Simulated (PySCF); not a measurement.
# Changing the system itself: VSe2⁻ (triplet)

Aim: change spin, charge, geometry, field or solvent of VSe2⁻ (triplet), one at a time, and compare with the base run.

Method: each script names its method and basis; program: PySCF 2.14.0.

2 further runs of the same task are left out: 2 that didn't finish.

## Step 1: Starting geometry

VSe2⁻ (triplet): 3 atoms, charge -1, spin multiplicity 3.

Bond lengths: V1–Se2 2.251 Å, V1–Se3 2.251 Å. Angles: Se2–V1–Se3 128.1°.

## Step 2: The base run

input.py

```python
from pyscf import gto, scf

mol = gto.M(
    atom='V 0 0.7462 0; Se 0 -0.238 2.024; Se 0 -0.238 -2.024',
    basis='sbkjc',
    ecp={'V': 'sbkjc', 'Se': 'sbkjc'},
    charge=-1,
    spin=2,
    verbose=4,
)
mf = scf.UHF(mol)
mf = mf.density_fit(auxbasis='def2-universal-jkfit')
mf.level_shift = 0.3
mf = mf.newton()
mf.kernel()
mf.dip_moment()
print('orbital energies (hartree):', [e[max(0, n-3):n+3].round(4) for e, n in zip(mf.mo_energy, mol.nelec)])
```

Launch:

```
$ OMP_NUM_THREADS=1 python input.py
```

## Step 3: Septet

Edit 1 changes spin (2S): 2 → 6.

Edit input.py of step 2 so:

```diff
@@ -7,3 +7,3 @@
     charge=-1,
-    spin=2,
+    spin=6,
     verbose=4,
```

## Step 4: Coordinates × 1.25

Edit 2 changes geometry: coordinates × 1 → coordinates × 1.25.

Edit input.py of step 2 so:

```diff
@@ -3,3 +3,3 @@
 mol = gto.M(
-    atom='V 0 0.7462 0; Se 0 -0.238 2.024; Se 0 -0.238 -2.024',
+    atom='V 0 0.9327 0; Se 0 -0.2975 2.53; Se 0 -0.2975 -2.53',
     basis='sbkjc',
```

## Step 5: Coordinates × 0.93

Edit 3 changes geometry: coordinates × 1 → coordinates × 0.93.

Edit input.py of step 2 so:

```diff
@@ -3,3 +3,3 @@
 mol = gto.M(
-    atom='V 0 0.7462 0; Se 0 -0.238 2.024; Se 0 -0.238 -2.024',
+    atom='V 0 0.694 0; Se 0 -0.2213 1.8823; Se 0 -0.2213 -1.8823',
     basis='sbkjc',
```

## Step 6: Coordinates × 1.07

Edit 4 changes geometry: coordinates × 1 → coordinates × 1.07.

Edit input.py of step 2 so:

```diff
@@ -3,3 +3,3 @@
 mol = gto.M(
-    atom='V 0 0.7462 0; Se 0 -0.238 2.024; Se 0 -0.238 -2.024',
+    atom='V 0 0.7984 0; Se 0 -0.2547 2.1657; Se 0 -0.2547 -2.1657',
     basis='sbkjc',
```

**Question.** What will these runs give? Wanted: for each run, E(SCF); from base; gap, α spin.

**Answer**, as computed:

| run | E(SCF) (hartree) | from base (eV) | cycles | gap, α spin (eV) |
| --- | --- | --- | --- | --- |
| base | -89.109451 | 0 | 7 macro | 6.86 |
| septet | -88.952935 | +4.2590 | 5 macro | 6.70 |
| coordinates × 1.25 | -89.098901 | +0.2871 | 6 macro | 4.12 |
| coordinates × 0.93 | -89.063505 | +1.2503 | 6 macro | 7.95 |
| coordinates × 1.07 | -89.120953 | -0.3130 | 7 macro | 5.01 |

Of the runs whose energies can be compared, “septet” moves the SCF energy most (+4.259 eV). The septet solution found lies 4.26 eV above the base triplet at this geometry and level. With coordinates × 1.25 the frontier gap moves by over 1.5 eV, which can mean another electronic state rather than the bond length alone. With coordinates × 1.07 the frontier gap moves by over 1.5 eV, which can mean another electronic state rather than the bond length alone.
